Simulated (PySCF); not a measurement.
# Ta³⁺, Ta⁴⁺: ionisation energy with spin-orbit coupling

Wanted: the ionisation energy of tantalum, up a ladder of methods.

Method: two-component X2C-1e, generalised determinants. Code: PySCF 2.14.0.

### 1 The atom as given

```
Element                                   : tantalum (Z = 73)
Basis                                     : x2c-TZVPPall-2c (11s11p10d3f1g, 124 functions)
Hamiltonian                               : two-component X2C-1e, Gaussian nucleus, no Breit or QED terms; spin-orbit coupling, run by run: off; screened by Boettger's factors
Core shells frozen in the correlated runs : [Kr] 4d10 4f14 (for Ta³⁺)
State 1                                   : Ta³⁺: [Xe] 4f14 5d2; 5d3/2 filled at m_j = +1/2, +3/2
State 2                                   : Ta⁴⁺: [Xe] 4f14 5d1; 5d3/2 filled at m_j = +3/2
Methods                                   : GHF, GMP2
```

The outer shells:

Ta3+ [Xe] 4f14 5d2
```
[Xe] core
4f [↑↓][↑↓][↑↓][↑↓][↑↓][↑↓][↑↓]
5d [↑ ][↑ ][  ][  ][  ]
```

Ta4+ [Xe] 4f14 5d1
```
[Xe] core
4f [↑↓][↑↓][↑↓][↑↓][↑↓][↑↓][↑↓]
5d [↑ ][  ][  ][  ][  ]
```

A driver program built on PySCF's X2C-1e integrals ran all steps in one process from the settings above; there is no separate input file.

It was started by

```bash
OMP_NUM_THREADS=1 python sorun2.py TASK.json OUT
```

The integrals over 124 functions and the set-up took 14 s of CPU time.

### 2 Ta³⁺: the ladder of methods

GHF (spin-free):

Standard output:

```text
cycle= 1 E= -15591.3580742930  delta_E= -1.56e+04  |FDS-SDF|= 0.0173
cycle= 2 E= -15591.3673396393  delta_E= -0.00927  |FDS-SDF|= 0.00729
cycle= 3 E= -15591.3682010898  delta_E= -0.000861  |FDS-SDF|= 0.00322
cycle= 4 E= -15591.3683679019  delta_E= -0.000167  |FDS-SDF|= 0.000327
cycle= 5 E= -15591.3683736832  delta_E= -5.78e-06  |FDS-SDF|= 3.04e-05
cycle= 6 E= -15591.3683737275  delta_E= -4.43e-08  |FDS-SDF|= 1.21e-05
cycle= 7 E= -15591.3683737299  delta_E= -2.42e-09  |FDS-SDF|= 1.24e-06
```

It took 10 s on 1 thread of Neoverse-V1, shared host, the integrals not counted.

Occupied spinors (without spin-orbit coupling the j labels only name the start):

```
spinor shell  electrons  mean energy (eV)  weight of the nominal j  rms radius (bohr)
       1s1/2          2          -67804.4                    1.000             0.0211
       2s1/2          2          -11813.3                    1.000             0.0853
       2p1/2          2          -10358.4                    0.667             0.0777
       2p3/2          4          -10358.4                    0.833             0.0777
       3s1/2          2           -2789.6                    1.000              0.218
       3p3/2          4           -2349.3                    0.833              0.220
       3p1/2          2           -2349.3                    0.667              0.220
       3d3/2          4           -1830.2                    0.700              0.201
       3d5/2          6           -1830.1                    0.800              0.201
       4s1/2          2           -623.04                    1.000              0.488
       4p3/2          4           -475.96                    0.833              0.520
       4p1/2          2           -475.96                    0.667              0.520
       4d3/2          4           -284.04                    0.700              0.564
       4d5/2          6           -283.80                    0.800              0.564
       5s1/2          2           -114.84                    1.000               1.18
       5p1/2          2           -76.654                    0.666               1.37
       5p3/2          4           -75.264                    0.833               1.36
       4f5/2          6           -68.946                    0.714              0.704
       4f7/2          8           -68.833                    0.786              0.699
       5d3/2          2           -35.358                    0.700               1.98
```

M_J = 2, ⟨J²⟩ = 8.009, ⟨L²⟩ = 12.007, ⟨S²⟩ = 2.002.

GMP2 (spin-free):

No log was kept for this step.

Time after the integrals: 2.1 s (1 thread of Neoverse-V1, shared host).

With 10 electrons correlated and 34 very high virtual spinors dropped, the MP2 correlation energy is -0.17805 hartree. Largest pairs: 5p3/2-5p3/2 -0.0489, 5d3/2-5p3/2 -0.0354, 5p1/2-5p3/2 -0.0346, 5d3/2-5p1/2 -0.0171, 5p3/2-5s1/2 -0.0150.

GHF (screened spin-orbit):

Standard output:

```text
cycle= 1 E= -15608.7043416837  delta_E= -1.56e+04  |FDS-SDF|= 0.0825
cycle= 2 E= -15608.7364647124  delta_E= -0.0321  |FDS-SDF|= 0.00759
cycle= 3 E= -15608.7389483978  delta_E= -0.00248  |FDS-SDF|= 0.00519
cycle= 4 E= -15608.7396071614  delta_E= -0.000659  |FDS-SDF|= 0.00212
cycle= 5 E= -15608.7403318110  delta_E= -0.000725  |FDS-SDF|= 0.00174
cycle= 6 E= -15608.7410362535  delta_E= -0.000704  |FDS-SDF|= 0.00149
cycle= 7 E= -15608.7424118154  delta_E= -0.00138  |FDS-SDF|= 0.000994
cycle= 8 E= -15608.7429925855  delta_E= -0.000581  |FDS-SDF|= 0.000695
cycle= 9 E= -15608.7433860040  delta_E= -0.000393  |FDS-SDF|= 0.000399
cycle= 10 E= -15608.7434407469  delta_E= -5.47e-05  |FDS-SDF|= 0.000318
cycle= 11 E= -15608.7434968453  delta_E= -5.61e-05  |FDS-SDF|= 0.000194
cycle= 12 E= -15608.7435218684  delta_E= -2.5e-05  |FDS-SDF|= 6.19e-05
cycle= 13 E= -15608.7435233825  delta_E= -1.51e-06  |FDS-SDF|= 9.46e-06
cycle= 14 E= -15608.7435234109  delta_E= -2.84e-08  |FDS-SDF|= 2.64e-06
cycle= 15 E= -15608.7435234114  delta_E= -5.09e-10  |FDS-SDF|= 5.59e-07
```

It took 34 s on 1 thread of Neoverse-V1, shared host, the integrals not counted.

The outer occupied spinors:

| spinor shell | electrons | mean energy (eV) | weight of the nominal j | rms radius (bohr) |
| --- | --- | --- | --- | --- |
| 4d3/2 | 4 | -291.00 | 1.000 | 0.557 |
| 4d5/2 | 6 | -278.40 | 1.000 | 0.569 |
| 5s1/2 | 2 | -114.59 | 1.000 | 1.18 |
| 5p1/2 | 2 | -83.525 | 0.984 | 1.31 |
| 5p3/2 | 4 | -72.160 | 0.987 | 1.39 |
| 4f5/2 | 6 | -69.696 | 0.995 | 0.704 |
| 4f7/2 | 8 | -67.531 | 0.999 | 0.702 |
| 5d3/2 | 2 | -35.563 | 0.926 | 1.96 |

M_J = 2, ⟨J²⟩ = 6.449, ⟨L²⟩ = 11.450, ⟨S²⟩ = 1.898.

The determinant has a definite M_J but mixes levels of different J.

GMP2 (screened spin-orbit):

This step left no log, only its results.

It took 0.93 s on 1 thread of Neoverse-V1, shared host, the integrals not counted.

With 10 electrons correlated and 34 very high virtual spinors dropped, the MP2 correlation energy is -0.17884 hartree. Largest pairs: 5p3/2-5p3/2 -0.0507, 5d3/2-5p3/2 -0.0391, 5p1/2-5p3/2 -0.0336, 5p3/2-5s1/2 -0.0153, 5d3/2-5p1/2 -0.0133.

### 3 Ta⁴⁺

GHF (spin-free):

Standard output:

```text
cycle= 1 E= -15590.0793942273  delta_E= -1.56e+04  |FDS-SDF|= 0.0166
cycle= 2 E= -15590.0870201334  delta_E= -0.00763  |FDS-SDF|= 0.00625
cycle= 3 E= -15590.0876782285  delta_E= -0.000658  |FDS-SDF|= 0.00274
cycle= 4 E= -15590.0878003069  delta_E= -0.000122  |FDS-SDF|= 0.000238
cycle= 5 E= -15590.0878036425  delta_E= -3.34e-06  |FDS-SDF|= 3.57e-05
cycle= 6 E= -15590.0878037836  delta_E= -1.41e-07  |FDS-SDF|= 2.54e-05
cycle= 7 E= -15590.0878038866  delta_E= -1.03e-07  |FDS-SDF|= 2.54e-05
cycle= 8 E= -15590.0878039797  delta_E= -9.31e-08  |FDS-SDF|= 2.54e-05
cycle= 9 E= -15590.0878047832  delta_E= -8.03e-07  |FDS-SDF|= 2.54e-05
cycle= 10 E= -15590.0877978066  delta_E= 6.98e-06  |FDS-SDF|= 2.62e-05
cycle= 11 E= -15590.0877948396  delta_E= 2.97e-06  |FDS-SDF|= 2.85e-05
cycle= 12 E= -15590.0876420595  delta_E= 0.000153  |FDS-SDF|= 0.00152
cycle= 13 E= -15590.0877381132  delta_E= -9.61e-05  |FDS-SDF|= 0.00057
cycle= 14 E= -15590.0876235384  delta_E= 0.000115  |FDS-SDF|= 0.00166
cycle= 15 E= -15590.0877082927  delta_E= -8.48e-05  |FDS-SDF|= 0.000892
cycle= 16 E= -15590.0861676484  delta_E= 0.00154  |FDS-SDF|= 0.00664
cycle= 17 E= -15590.0869525487  delta_E= -0.000785  |FDS-SDF|= 0.00461
cycle= 18 E= -15590.0877322500  delta_E= -0.00078  |FDS-SDF|= 0.000246
cycle= 19 E= -15590.0875688436  delta_E= 0.000163  |FDS-SDF|= 0.00196
cycle= 20 E= -15590.0876945321  delta_E= -0.000126  |FDS-SDF|= 0.000639
cycle= 21 E= -15590.0877079562  delta_E= -1.34e-05  |FDS-SDF|= 0.000161
cycle= 22 E= -15590.0877088702  delta_E= -9.14e-07  |FDS-SDF|= 2.61e-06
cycle= 23 E= -15590.0877088695  delta_E= 6.91e-10  |FDS-SDF|= 2.39e-06
```

Time after the integrals: 26 s (1 thread of Neoverse-V1, shared host).

Occupied spinors (without spin-orbit coupling the j labels only name the start):

| spinor shell | electrons | mean energy (eV) | weight of the nominal j | rms radius (bohr) |
| --- | --- | --- | --- | --- |
| 1s1/2 | 2 | -67818.8 | 1.000 | 0.0211 |
| 2s1/2 | 2 | -11827.7 | 1.000 | 0.0853 |
| 2p1/2 | 2 | -10372.8 | 0.667 | 0.0777 |
| 2p3/2 | 4 | -10372.8 | 0.833 | 0.0777 |
| 3s1/2 | 2 | -2803.9 | 1.000 | 0.218 |
| 3p3/2 | 4 | -2363.6 | 0.833 | 0.220 |
| 3p1/2 | 2 | -2363.5 | 0.667 | 0.220 |
| 3d3/2 | 4 | -1844.5 | 0.700 | 0.201 |
| 3d5/2 | 6 | -1844.5 | 0.800 | 0.201 |
| 4s1/2 | 2 | -637.34 | 1.000 | 0.488 |
| 4p3/2 | 4 | -490.30 | 0.833 | 0.520 |
| 4p1/2 | 2 | -490.18 | 0.667 | 0.520 |
| 4d3/2 | 4 | -298.21 | 0.700 | 0.564 |
| 4d5/2 | 6 | -298.13 | 0.800 | 0.564 |
| 5s1/2 | 2 | -128.76 | 1.000 | 1.17 |
| 5p1/2 | 2 | -89.638 | 0.665 | 1.35 |
| 5p3/2 | 4 | -88.751 | 0.831 | 1.35 |
| 4f7/2 | 8 | -83.140 | 0.785 | 0.698 |
| 4f5/2 | 6 | -83.173 | 0.714 | 0.700 |
| 5d3/2 | 1 | -47.108 | 0.800 | 1.87 |

M_J = 3/2, ⟨J²⟩ = 4.754, ⟨L²⟩ = 6.004, ⟨S²⟩ = 0.751.

GMP2 (spin-free):

The driver printed no log here.

Time after the integrals: 0.78 s (1 thread of Neoverse-V1, shared host).

With 9 electrons correlated and 34 very high virtual spinors dropped, the MP2 correlation energy is -0.16146 hartree. Largest pairs: 5p3/2-5p3/2 -0.0533, 5p1/2-5p3/2 -0.0425, 5d3/2-5p3/2 -0.0175, 5p3/2-5s1/2 -0.0149, 5d3/2-5p1/2 -0.0099.

GHF (screened spin-orbit):

Standard output:

```text
cycle= 1 E= -15607.4372198540  delta_E= -1.56e+04  |FDS-SDF|= 0.0814
cycle= 2 E= -15607.4580028897  delta_E= -0.0208  |FDS-SDF|= 0.00461
cycle= 3 E= -15607.4586950135  delta_E= -0.000692  |FDS-SDF|= 0.00128
cycle= 4 E= -15607.4587408405  delta_E= -4.58e-05  |FDS-SDF|= 0.000686
cycle= 5 E= -15607.4587468469  delta_E= -6.01e-06  |FDS-SDF|= 8.78e-05
cycle= 6 E= -15607.4587470988  delta_E= -2.52e-07  |FDS-SDF|= 2.29e-05
cycle= 7 E= -15607.4587471731  delta_E= -7.42e-08  |FDS-SDF|= 1.96e-05
cycle= 8 E= -15607.4587473763  delta_E= -2.03e-07  |FDS-SDF|= 1.53e-05
cycle= 9 E= -15607.4587476843  delta_E= -3.08e-07  |FDS-SDF|= 1.53e-06
cycle= 10 E= -15607.4587476856  delta_E= -1.32e-09  |FDS-SDF|= 9.31e-08
```

It took 13 s on 1 thread of Neoverse-V1, shared host, the integrals not counted.

The outer occupied spinors:

| spinor shell | electrons | mean energy (eV) | weight of the nominal j | rms radius (bohr) |
| --- | --- | --- | --- | --- |
| 4d3/2 | 4 | -305.29 | 1.000 | 0.557 |
| 4d5/2 | 6 | -292.79 | 1.000 | 0.569 |
| 5s1/2 | 2 | -128.57 | 1.000 | 1.17 |
| 5p1/2 | 2 | -96.453 | 0.998 | 1.29 |
| 5p3/2 | 4 | -85.800 | 0.972 | 1.36 |
| 4f5/2 | 6 | -83.999 | 0.982 | 0.713 |
| 4f7/2 | 8 | -81.913 | 0.999 | 0.700 |
| 5d3/2 | 1 | -47.609 | 1.000 | 1.84 |

M_J = 3/2, ⟨J²⟩ = 3.753, ⟨L²⟩ = 6.119, ⟨S²⟩ = 0.864.

GMP2 (screened spin-orbit):

No log was kept for this step.

Time after the integrals: 0.78 s (1 thread of Neoverse-V1, shared host).

With 9 electrons correlated and 34 very high virtual spinors dropped, the MP2 correlation energy is -0.15684 hartree. Largest pairs: 5p3/2-5p3/2 -0.0507, 5p1/2-5p3/2 -0.0401, 5d3/2-5p3/2 -0.0188, 5p3/2-5s1/2 -0.0149, 5p1/2-5p1/2 -0.0092.

### 4 Differences of total energies

Ionisation energy: Ta³⁺ [Xe] 4f14 5d2 [5d3/2^2, M_J = 2] → Ta⁴⁺ [Xe] 4f14 5d1 [5d3/2^1, M_J = 3/2].

```
                    method  value (eV)  less the reference (eV)  CPU time, both states (s)
           GHF (spin-free)      34.849                   -0.151                         37
          GMP2 (spin-free)      35.300                   +0.300                         40
 GHF (screened spin-orbit)      34.961                   -0.039                         47
GMP2 (screened spin-orbit)      35.559                   +0.559                         49
```

Reference: 35 ± 1.7 eV (theoretical estimate listed by NIST; NIST Atomic Spectra Database, ionization energies). The spin-free rows have the spin-orbit operator switched off. The determinant of Ta3+ mixes levels of different J (the jj label is only the starting occupation), so the difference between spin-free and spin-orbit rows is not the physical spin-orbit shift.

Times are CPU seconds on a shared host without the integrals; correlated rows include their Hartree-Fock run.

### 5 Summary of results

| quantity | value |
| --- | --- |
| ionisation energy, Ta³⁺ | GHF (spin-free) 34.849, GMP2 (screened spin-orbit) 35.559 eV; reference 35 ± 1.7 |

What this shows: The methods span 0.710 eV, from GHF (spin-free) (34.849) to GMP2 (screened spin-orbit) (35.559). The reference is uncertain or not like for like (spin-orbit coupling or other relativistic terms), so no ranking of close methods is drawn. The basis is finite, and no extrapolation was made.
